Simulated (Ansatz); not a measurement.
# Ag+ with F2: superposition error and deformation

Aim: split the binding of a pair into the counterpoise interaction, the basis-set superposition error and the cost of deforming the fragments.

Program: Ansatz 0.2.0, Gaussian basis. Level of theory: PBE0-D4 structures, single points in def2-TZVPPD. These are calculated values, not measurements.

Levels: PBE-D4, revPBE-D4, BLYP-D4, r2SCAN-D4, B97M-V, PBE0-D4, B3LYP-D4, HSE06-D4, wB97X-V, wB97M-V, B2PLYP, Hartree-Fock, MP2, CCSD, CCSD(T).

Cores are frozen in the correlated methods. Filled d shells of the heavier atoms are correlated. Core potentials replace the inner electrons past krypton, and spin-orbit coupling is left out. B3LYP uses VWN-RPA correlation. B2PLYP carries no dispersion term here.

129 further runs of the same task are left out: 129 set aside as unsound or not needed.

### Step 1. The starting structure

The relaxed pair: 3 atoms, charge 1, spin multiplicity 1.

Atoms are counted from 1 here; the program's logs count them from 0.

Bond lengths: F2–F3 1.379 Å.

Geometry (Å):

| atom | x (Å) | y (Å) | z (Å) |
| --- | --- | --- | --- |
| Ag1 | -0.0017 | 0.0094 | -1.8993 |
| F2 | 0.1068 | -0.5687 | 1.3320 |
| F3 | -0.1051 | 0.5593 | 0.5673 |

Atoms 1 to 1 are fragment A (Ag+), the rest fragment B (F2). From earlier runs, pair energy (eV) and counterpoise interaction (kJ/mol):

| method | E(pair) | interaction |
| --- | --- | --- |
| PBE-D4 | -9418.51903 | -27.22 |
| revPBE-D4 | -9423.26911 | -22.68 |
| BLYP-D4 | -9422.20060 | -27.34 |
| r2SCAN-D4 | -9422.12955 | -29.17 |
| B97M-V | -9420.89160 | -26.14 |
| PBE0-D4 | -9417.92427 | -21.00 |
| B3LYP-D4 | -9424.58923 | -23.23 |
| HSE06-D4 | -9417.69945 | -20.97 |
| wB97X-V | -9420.71528 | -20.39 |
| wB97M-V | -9420.33474 | -20.44 |
| B2PLYP | -9418.11875 | -18.54 |
| MP2 | -9409.47590 | -15.93 |
| CCSD(T) | -9409.82320 | -15.70 |

First each fragment is run alone in its own basis, frozen in the shape it has in the pair (a, b).

### Step 2. wB97X-V/def2-TZVPPD

a/in.yaml reads:

```yaml
crystal:
  periodic: [false, false, false]
  atoms:
    - {symbol: Ag, position_ang: [-0.001724, 0.009410, -1.899291]}
basis:
  gaussian: {orbitals: "def2-TZVPPD.json"}
total_charge: 1
hamiltonian: {xc: {name: wB97X-V}}
```

b/in.yaml reads:

```yaml
crystal:
  periodic: [false, false, false]
  atoms:
    - {symbol: F, position_ang: [0.106799, -0.568720, 1.331973]}
    - {symbol: F, position_ang: [-0.105075, 0.559309, 0.567317]}
basis:
  gaussian: {orbitals: "def2-TZVPPD.json"}
hamiltonian: {xc: {name: wB97X-V}}
```

The basis file named in the input lies beside it (Basis Set Exchange, JSON).

Each run has its own folder and the same command.

Started as:

```console
> ansatz run in.yaml --threads 2 --pin off --events-out ev --progress --plain --max-ram 5222MiB
```

Output in a:

```text
Functional definition: wB97X-V
  name "wB97X-V"
  cite "Mardirossian & Head-Gordon, Phys. Chem. Chem. Phys. 16, 9904 (2014) doi:10.1039/C3CP54374A"
  cite "Becke, J. Chem. Phys. 107, 8554 (1997) doi:10.1063/1.475007"
  cite "Vydrov & Van Voorhis, J. Chem. Phys. 133, 244103 (2010) doi:10.1063/1.3521275"
  parameter omega = 0.3/bohr
  parameter cx = 0.167
  parameter cx1 = 0.603
  parameter cx2 = 1.194
  parameter css0 = 0.556
  parameter css1 = -0.257
  parameter cos0 = 1.219
  parameter cos1 = -1.850
  parameter b = 6.0
  parameter c = 0.01
  exchange = spin_sum(e_x_unif_sr(omega)*poly(b97_u_x, 1 - cx, cx1, cx2)) + cx*exact_x_sr(omega) + exact_x_lr(omega)
  correlation = spin_sum(e_c_pw_same_spin*poly(b97_u_same, css0, css1))
      + integral(e_c_pw_opposite_spin*poly(b97_u_opposite, cos0, cos1)) + vv10(b, c)
362 factors; their error is unknown
69 factors; integrals over basis functions are off by at most 2.3e-5 eV
mean field evaluation 1: about -3982.2798 eV, gradient 8.4e1 eV
mean field evaluation 2: about -3981.8097 eV, gradient 9.2e1 eV
mean field evaluation 4: about -3990.9912 eV, gradient 3.4e-1 eV
mean field evaluation 8: about -3991.0098 eV, gradient 1.8e-4 eV
mean field -3991.00975581 eV, -146.6669033224 hartree, gradient 1.9e-5 eV, S^2 0.000000; 0 other end points of the search recorded, 0 dependent functions left out
reference -3991.00975513 eV, -146.6669032973 hartree; 9, 9 occupied and 47, 47 virtual orbitals, 362 factors
Total energy: -3991.00975513 eV, -146.6669032973 hartree
```

b printed:

```text
[... 17 set-up lines as earlier in the session ...]
      + integral(e_c_pw_opposite_spin*poly(b97_u_opposite, cos0, cos1)) + vv10(b, c)
394 factors; their error is unknown
104 factors; integrals over basis functions are off by at most 4.2e-5 eV
mean field evaluation 1: about -5429.0073 eV, gradient 1.9e1 eV
mean field evaluation 2: about -5429.4239 eV, gradient 7.9e0 eV
mean field evaluation 4: about -5429.4829 eV, gradient 3.7e-1 eV
mean field evaluation 8: about -5429.4918 eV, gradient 1.3e-3 eV
mean field -5429.49176869 eV, -199.5301422578 hartree, gradient 7.2e-6 eV, S^2 0.000000; 0 other end points of the search recorded, 0 dependent functions left out
reference -5429.49176667 eV, -199.5301421833 hartree; 9, 9 occupied and 71, 71 virtual orbitals, 394 factors
Total energy: -5429.49176667 eV, -199.5301421833 hartree
```

Wall times: 0.8 s (a), 0.8 s (b) on 2 threads of Arm Neoverse V2, shared host.

### Step 3. wB97M-V/def2-TZVPPD

Each input of step 2 (a, b) changes in the same lines:

```diff
-hamiltonian: {xc: {name: wB97X-V}}
+hamiltonian: {xc: {name: wB97M-V}}
```

Each run has its own folder and the same command.

Started as:

```console
> ansatz run in.yaml --threads 2 --pin off --events-out ev --progress --plain --max-ram 5222MiB
```

Log of a:

```text
Functional definition: wB97M-V
  name "wB97M-V"
  cite "Mardirossian & Head-Gordon, J. Chem. Phys. 144, 214110 (2016) doi:10.1063/1.4952647"
[... 2 set-up lines as earlier in the session ...]
  # Of w^i u^j: cxij and so on, Table III.
[... 1 set-up line as earlier in the session ...]
  parameter cx = 0.15
  parameter cx01 = 1.007
  parameter cx10 = 0.259
  parameter css00 = 0.443
  parameter css04 = -1.437
  parameter css10 = -4.535
  parameter css20 = -3.390
  parameter css43 = 4.278
  parameter cos00 = 1.000
  parameter cos10 = 1.358
  parameter cos20 = 2.924
  parameter cos21 = -8.812
  parameter cos60 = -1.390
  parameter cos61 = 9.142
[... 2 set-up lines as earlier in the session ...]
  gx(w, u) = 1 - cx + cx01*u + cx10*w
  gss(w, u) = css00 + css04*u^4 + css10*w + css20*w^2 + css43*w^4*u^3
  gos(w, u) = cos00 + cos10*w + (cos20 + cos21*u)*w^2 + (cos60 + cos61*u)*w^6
  exchange = spin_sum(e_x_unif_sr(omega)*gx(b97_w, b97_u_x)) + cx*exact_x_sr(omega) + exact_x_lr(omega)
  correlation = spin_sum(e_c_pw_mod_same_spin*gss(b97_w, b97_u_same))
      + integral(e_c_pw_mod_opposite_spin*gos(b97_w_opposite, b97_u_opposite)) + vv10(b, c)
357 factors; their error is unknown
69 factors; integrals over basis functions are off by at most 2.3e-5 eV
mean field evaluation 1: about -3981.2186 eV, gradient 8.4e1 eV
mean field evaluation 2: about -3980.2247 eV, gradient 9.4e1 eV
mean field evaluation 4: about -3990.0065 eV, gradient 2.3e-1 eV
mean field evaluation 8: about -3990.0230 eV, gradient 1.8e-4 eV
mean field -3990.02301799 eV, -146.6306413764 hartree, gradient 1.7e-5 eV, S^2 0.000000; 0 other end points of the search recorded, 0 dependent functions left out
reference -3990.02303441 eV, -146.6306419796 hartree; 9, 9 occupied and 47, 47 virtual orbitals, 357 factors
Total energy: -3990.02303441 eV, -146.6306419796 hartree
```

Output in b:

```text
[... 5 set-up lines as earlier in the session ...]
  # Of w^i u^j: cxij and so on, Table III.
[... 17 set-up lines as earlier in the session ...]
  gx(w, u) = 1 - cx + cx01*u + cx10*w
  gss(w, u) = css00 + css04*u^4 + css10*w + css20*w^2 + css43*w^4*u^3
  gos(w, u) = cos00 + cos10*w + (cos20 + cos21*u)*w^2 + (cos60 + cos61*u)*w^6
[... 2 set-up lines as earlier in the session ...]
      + integral(e_c_pw_mod_opposite_spin*gos(b97_w_opposite, b97_u_opposite)) + vv10(b, c)
394 factors; their error is unknown
104 factors; integrals over basis functions are off by at most 4.2e-5 eV
mean field evaluation 1: about -5429.6302 eV, gradient 1.9e1 eV
mean field evaluation 2: about -5430.0324 eV, gradient 7.8e0 eV
mean field evaluation 4: about -5430.0896 eV, gradient 4.1e-1 eV
mean field evaluation 8: about -5430.0971 eV, gradient 1.6e-3 eV
mean field -5430.09713770 eV, -199.5523891585 hartree, gradient 8.6e-6 eV, S^2 0.000000; 0 other end points of the search recorded, 0 dependent functions left out
reference -5430.09718993 eV, -199.5523910780 hartree; 9, 9 occupied and 71, 71 virtual orbitals, 394 factors
Total energy: -5430.09718993 eV, -199.5523910780 hartree
```

Wall times: 1.1 s (a), 0.9 s (b) on 2 threads of Arm Neoverse V2, shared host.

### Step 4. B2PLYP/def2-TZVPPD

Each input of step 3 (a, b) changes in the same lines:

```diff
-hamiltonian: {xc: {name: wB97M-V}}
+hamiltonian: {xc: {name: B2PLYP}}
```

Each run has its own folder and the same command.

Started as:

```console
> ansatz run in.yaml --threads 2 --pin off --events-out ev --progress --plain --max-ram 5222MiB
```

a printed:

```text
Functional definition: B2PLYP
  name "B2PLYP"
  cite "Grimme, J. Chem. Phys. 124, 034108 (2006) doi:10.1063/1.2148954"
  cite "Becke, Phys. Rev. A 38, 3098 (1988) doi:10.1103/PhysRevA.38.3098"
  cite "Lee, Yang & Parr, Phys. Rev. B 37, 785 (1988) doi:10.1103/PhysRevB.37.785"
  parameter a = 0.53
  parameter c = 0.27
  exchange = (1 - a)*b88_x + a*exact_x
  correlation = (1 - c)*lyp_c + c*(mp2_os + mp2_ss)
395 factors; integrals over basis functions are off by at most 2.0e-4 eV
mean field evaluation 1: about -3975.9144 eV, gradient 8.2e1 eV
mean field evaluation 2: about -3975.9140 eV, gradient 8.2e1 eV
mean field evaluation 4: about -3984.2346 eV, gradient 8.3e-1 eV
mean field evaluation 8: about -3984.2332 eV, gradient 1.1e-2 eV
mean field -3984.23320043 eV, -146.4178695057 hartree, gradient 5.3e-6 eV, S^2 0.000000; 0 other end points of the search recorded, 0 dependent functions left out
reference -3984.23326793 eV, -146.4178719862 hartree; 9, 9 occupied and 47, 47 virtual orbitals, 395 factors
second order -18.96427897 eV of doubles, -0.00000000 eV of singles
Total energy: -3989.35362325 eV, -146.6060415735 hartree
```

Log of b:

```text
[... 9 set-up lines as earlier in the session ...]
523 factors; integrals over basis functions are off by at most 5.9e-4 eV
mean field evaluation 1: about -5423.6783 eV, gradient 1.7e1 eV
mean field evaluation 2: about -5423.6803 eV, gradient 1.7e1 eV
mean field evaluation 4: about -5423.9962 eV, gradient 7.9e-1 eV
mean field evaluation 8: about -5423.9971 eV, gradient 2.4e-3 eV
mean field -5423.99705147 eV, -199.3282151244 hartree, gradient 1.9e-6 eV, S^2 0.000000; 0 other end points of the search recorded, 0 dependent functions left out
2 core orbitals not correlated: weight in the atoms' cores, before any rotation towards them, 1.000 or more for the frozen orbitals, at most 0.000 for the correlated occupied ones
reference -5423.99715185 eV, -199.3282188133 hartree; 7, 7 occupied and 71, 71 virtual orbitals, 523 factors
second order -16.88768590 eV of doubles, -0.00000000 eV of singles
Total energy: -5428.55682705 eV, -199.4957837860 hartree
```

Wall times: 0.6 s (a), 0.5 s (b) on 2 threads of Arm Neoverse V2, shared host.

### Step 5. B97M-V/def2-TZVPPD

The same edit goes into each in.yaml of step 4 (a, b):

```diff
-hamiltonian: {xc: {name: B2PLYP}}
+hamiltonian: {xc: {name: B97M-V}}
```

One command serves all of them, each in its own folder.

Started as:

```console
> ansatz run in.yaml --threads 2 --pin off --events-out ev --progress --plain --max-ram 5222MiB
```

a printed:

```text
Functional definition: B97M-V
  name "B97M-V"
  cite "Mardirossian & Head-Gordon, J. Chem. Phys. 142, 074111 (2015) doi:10.1063/1.4907719"
[... 2 set-up lines as earlier in the session ...]
  # Of w^i u^j: cxij and so on, Table III.
  parameter cx00 = 1.000
  parameter cx01 = 1.308
  parameter cx02 = 1.901
  parameter cx10 = 0.416
  parameter cx11 = 3.070
  parameter css00 = 1.000
  parameter css02 = -1.855
  parameter css10 = -5.668
  parameter css32 = -20.497
  parameter css42 = -20.364
[... 1 set-up line as earlier in the session ...]
  parameter cos01 = 1.573
  parameter cos03 = -6.298
  parameter cos10 = 2.535
  parameter cos32 = -6.427
[... 2 set-up lines as earlier in the session ...]
  gx(w, u) = cx00 + cx01*u + cx02*u^2 + (cx10 + cx11*u)*w
  gss(w, u) = css00 + css02*u^2 + css10*w + (css32*w^3 + css42*w^4)*u^2
  gos(w, u) = cos00 + cos01*u + cos03*u^3 + cos10*w + cos32*w^3*u^2
  exchange = spin_sum(e_x_unif_s*gx(b97_w, b97_u_x))
[... 1 set-up line as earlier in the session ...]
      + integral(e_c_pw_mod_opposite_spin*gos(b97_w_opposite, b97_u_opposite)) + vv10(b, c)
344 factors; their error is unknown
mean field evaluation 1: about -3980.2593 eV, gradient 9.3e1 eV
mean field evaluation 2: about -3925.0834 eV, gradient 2.0e2 eV
mean field evaluation 4: about -3991.2109 eV, gradient 7.4e-1 eV
mean field evaluation 8: about -3991.2114 eV, gradient 1.1e-3 eV
mean field -3991.21138221 eV, -146.6743129561 hartree, gradient 4.7e-6 eV, S^2 0.000000; 0 other end points of the search recorded, 0 dependent functions left out
reference -3991.21140216 eV, -146.6743136891 hartree; 9, 9 occupied and 47, 47 virtual orbitals, 344 factors
Total energy: -3991.21140216 eV, -146.6743136891 hartree
```

b printed:

```text
[... 5 set-up lines as earlier in the session ...]
  # Of w^i u^j: cxij and so on, Table III.
[... 17 set-up lines as earlier in the session ...]
  gx(w, u) = cx00 + cx01*u + cx02*u^2 + (cx10 + cx11*u)*w
  gss(w, u) = css00 + css02*u^2 + css10*w + (css32*w^3 + css42*w^4)*u^2
  gos(w, u) = cos00 + cos01*u + cos03*u^3 + cos10*w + cos32*w^3*u^2
[... 2 set-up lines as earlier in the session ...]
      + integral(e_c_pw_mod_opposite_spin*gos(b97_w_opposite, b97_u_opposite)) + vv10(b, c)
394 factors; their error is unknown
mean field evaluation 1: about -5429.1995 eV, gradient 1.4e1 eV
mean field evaluation 2: about -5429.3284 eV, gradient 8.3e0 eV
mean field evaluation 4: about -5429.4080 eV, gradient 4.8e-1 eV
mean field evaluation 8: about -5429.4073 eV, gradient 3.0e-3 eV
mean field -5429.40729285 eV, -199.5270378276 hartree, gradient 1.8e-5 eV, S^2 0.000000; 0 other end points of the search recorded, 0 dependent functions left out
reference -5429.40735397 eV, -199.5270400738 hartree; 9, 9 occupied and 71, 71 virtual orbitals, 394 factors
Total energy: -5429.40735397 eV, -199.5270400738 hartree
```

Times: 0.95 s (a), 0.8 s (b) on 2 threads of Arm Neoverse V2, shared host.

### Step 6. CCSD(T)/def2-TZVPPD

Each input of step 5 (a, b) changes in the same lines:

```diff
-hamiltonian: {xc: {name: B97M-V}}
+correlation: {method: ccsd_t}
```

The same command starts each run, in its folder.

Started as:

```console
> ansatz run in.yaml --threads 2 --pin off --events-out ev --progress --plain --max-ram 5222MiB
```

Output in a:

```text
Functional definition: HF
  name "HF"
  cite "Fock, Z. Phys. 61, 126 (1930) doi:10.1007/BF01340294"
  parent pbe
  exchange = exact_x
  correlation = 0
395 factors; integrals over basis functions are off by at most 2.0e-4 eV
mean field evaluation 1: about -3963.3719 eV, gradient 7.3e1 eV
mean field evaluation 2: about -3963.3722 eV, gradient 7.3e1 eV
mean field evaluation 4: about -3969.6874 eV, gradient 3.3e-1 eV
mean field evaluation 8: about -3969.6865 eV, gradient 7.2e-6 eV
mean field evaluation 16: about -3969.6865 eV, gradient 8.8e-2 eV
mean field -3969.68647865 eV, -145.8832873401 hartree, gradient 2.5e-7 eV, S^2 0.000000; 0 other end points of the search recorded, 0 dependent functions left out
reference -3969.68647865 eV, -145.8832873401 hartree; 9, 9 occupied and 47, 47 virtual orbitals, 395 factors
second order -16.71325402 eV of doubles, -0.00000000 eV of singles
cycle   1  -15.76527841 eV  change    9.5e-1 eV  update   5.8e-2
cycle   2  -16.01359257 eV  change   -2.5e-1 eV  update   1.6e-2
cycle   3  -16.05996437 eV  change   -4.6e-2 eV  update   3.6e-3
cycle   4  -16.05044661 eV  change    9.5e-3 eV  update   6.5e-4
cycle   5  -16.05025926 eV  change    1.9e-4 eV  update   1.4e-4
cycle   6  -16.05026467 eV  change   -5.4e-6 eV  update   2.0e-5
perturbative correction -0.39627891 eV, -0.0145629813 hartree
Total energy: -3986.13302223 eV, -146.4876866689 hartree
```

b printed:

```text
[... 6 set-up lines as earlier in the session ...]
523 factors; integrals over basis functions are off by at most 5.9e-4 eV
mean field evaluation 1: about -5408.1829 eV, gradient 2.1e1 eV
mean field evaluation 2: about -5408.1855 eV, gradient 2.1e1 eV
mean field evaluation 4: about -5408.7651 eV, gradient 1.1e0 eV
mean field evaluation 8: about -5408.7679 eV, gradient 8.6e-6 eV
mean field evaluation 16: about -5408.7677 eV, gradient 3.2e-1 eV
mean field -5408.76790442 eV, -198.7685542928 hartree, gradient 7.2e-7 eV, S^2 0.000000; 0 other end points of the search recorded, 0 dependent functions left out; unrestricted orbitals would lower it
2 core orbitals not correlated: weight in the atoms' cores, before any rotation towards them, 1.000 or more for the frozen orbitals, at most 0.000 for the correlated occupied ones
reference -5408.76790442 eV, -198.7685542928 hartree; 7, 7 occupied and 71, 71 virtual orbitals, 523 factors
second order -14.10083160 eV of doubles, -0.00000000 eV of singles
cycle   1  -13.79604368 eV  change    3.0e-1 eV  update   7.4e-2
cycle   2  -14.16376414 eV  change   -3.7e-1 eV  update   2.4e-2
cycle   3  -14.24165539 eV  change   -7.8e-2 eV  update   1.0e-2
cycle   4  -14.23428549 eV  change    7.4e-3 eV  update   2.1e-3
cycle   5  -14.23646248 eV  change   -2.2e-3 eV  update   9.3e-4
cycle   6  -14.23684990 eV  change   -3.9e-4 eV  update   3.6e-4
cycle   7  -14.23678522 eV  change    6.5e-5 eV  update   1.5e-4
cycle   8  -14.23673015 eV  change    5.5e-5 eV  update   5.1e-5
cycle   9  -14.23671258 eV  change    1.8e-5 eV  update   1.5e-5
cycle  10  -14.23670700 eV  change    5.6e-6 eV  update   5.1e-6
perturbative correction -0.47731187 eV, -0.0175408877 hartree
Total energy: -5423.48192329 eV, -199.3092845128 hartree
```

Wall times: 0.4 s (a), 0.9 s (b) on 2 threads of Arm Neoverse V2, shared host.

### Step 7. Relaxing F2 alone

relax-b/in.yaml reads:

```yaml
crystal:
  periodic: [false, false, false]
  atoms:
    - {symbol: F, position_ang: [0.106799, -0.568720, 1.331973]}
    - {symbol: F, position_ang: [-0.105075, 0.559309, 0.567317]}
basis:
  gaussian: {orbitals: def2-TZVP}
hamiltonian: {xc: pbe0, dispersion: d4}
relax: {f_tol: 0.005, max_steps: 200}
```

Started as:

```console
> ansatz run in.yaml --threads 2 --pin off --events-out ev --progress --plain --max-ram 5222MiB
```

What it wrote:

```text
Functional definition: PBE0
  name "PBE0"
  cite "Adamo & Barone, J. Chem. Phys. 110, 6158 (1999) doi:10.1063/1.478522"
  cite "Perdew, Burke & Ernzerhof, Phys. Rev. Lett. 77, 3865 (1996) doi:10.1103/PhysRevLett.77.3865"
[... 1 set-up line as earlier in the session ...]
  parameter a = 0.25
  parameter kappa = 0.804
  parameter beta = 0.06672455060314922
  exchange = (1 - a)*pbe_x(kappa = kappa, mu = beta*pi^2/3) + a*exact_x
  correlation = pbe_c(beta = beta)
312 factors; their error is unknown
mean field evaluation 1: about -5425.8888 eV, gradient 1.6e1 eV
mean field evaluation 2: about -5426.0946 eV, gradient 7.3e0 eV
mean field evaluation 4: about -5426.1512 eV, gradient 1.3e-1 eV
mean field evaluation 8: about -5426.1821 eV, gradient 1.9e-2 eV
mean field -5426.18213038 eV, -199.4085152932 hartree, gradient 1.1e-5 eV, S^2 0.000000; 0 other end points of the search recorded, 0 dependent functions left out
the calculation of the forces begins
reference -5426.18213769 eV, -199.4085155618 hartree; 9, 9 occupied and 53, 53 virtual orbitals, 312 factors
relax step   1: F+E_penalty+E_count = -5426.18629565 eV  Δ(F+E_penalty+E_count) = +0.000e0 eV  max|allowed force component| = 1.197e-1 eV/Å  Δτ_max = 0.0000 Å  (24 SCF iters, accepted)
these checks for a lower state are left out or cut short: starts, cluster_reference, orbital_swaps, neighbouring_geometries, increment
312 factors; their error is unknown
mean field evaluation 16: about -5426.1514 eV, gradient 2.8e-1 eV
mean field -5426.18235320 eV, -199.4085234815 hartree, gradient 2.0e-5 eV, S^2 0.000000; 0 other end points of the search recorded, 0 dependent functions left out
the calculation of the forces begins
reference -5426.18236050 eV, -199.4085237500 hartree; 9, 9 occupied and 53, 53 virtual orbitals, 312 factors
relax step   2: F+E_penalty+E_count = -5426.18651857 eV  Δ(F+E_penalty+E_count) = -2.229e-4 eV  max|allowed force component| = 4.357e-2 eV/Å  Δτ_max = 0.0011 Å  (28 SCF iters, accepted)
these checks for a lower state are left out or cut short: starts, cluster_reference, orbital_swaps, neighbouring_geometries, increment
312 factors; their error is unknown
mean field -5426.18238685 eV, -199.4085247184 hartree, gradient 2.0e-5 eV, S^2 0.000000; 0 other end points of the search recorded, 0 dependent functions left out
the calculation of the forces begins
reference -5426.18239416 eV, -199.4085249868 hartree; 9, 9 occupied and 53, 53 virtual orbitals, 312 factors
relax step   3: F+E_penalty+E_count = -5426.18655228 eV  Δ(F+E_penalty+E_count) = -3.371e-5 eV  max|allowed force component| = 3.268e-4 eV/Å  Δτ_max = 0.0006 Å  (28 SCF iters, accepted)
312 factors; their error is unknown
mean field evaluation 32: about -5426.1515 eV, gradient 2.4e-1 eV
mean field -5426.18238685 eV, -199.4085247184 hartree, gradient 2.0e-5 eV, S^2 0.000000; 1 other end points of the search recorded, 0 dependent functions left out
the calculation of the forces begins
reference -5426.18239416 eV, -199.4085249868 hartree; 9, 9 occupied and 53, 53 virtual orbitals, 312 factors
Total energy: -5426.18655959 eV, -199.4086780634 hartree
Atom 0 at     0.106530    -0.567287     1.331001 Å, force     0.000061    -0.000327     0.000221 eV/Å
Atom 1 at    -0.104806     0.557876     0.568289 Å, force    -0.000061     0.000327    -0.000221 eV/Å
Dipole moment:    -0.000000     0.000000    -0.000000 e Å
```

Run time: 0.95 s. Hardware: 2 threads of Arm Neoverse V2, shared host.

The steps of the relaxation:

| step | energy from step 1 (eV) | largest force component (eV/Å) |
| --- | --- | --- |
| 1 | 0.0000 | 0.1197 |
| 2 | -0.0002 | 0.0436 |
| 3 | -0.0003 | 0.0003 |

The bond:

| bond | before (Å) | after (Å) | change (Å) |
| --- | --- | --- | --- |
| F1–F2 | 1.379 | 1.376 | -0.004 |

[end of part 1 of 2]
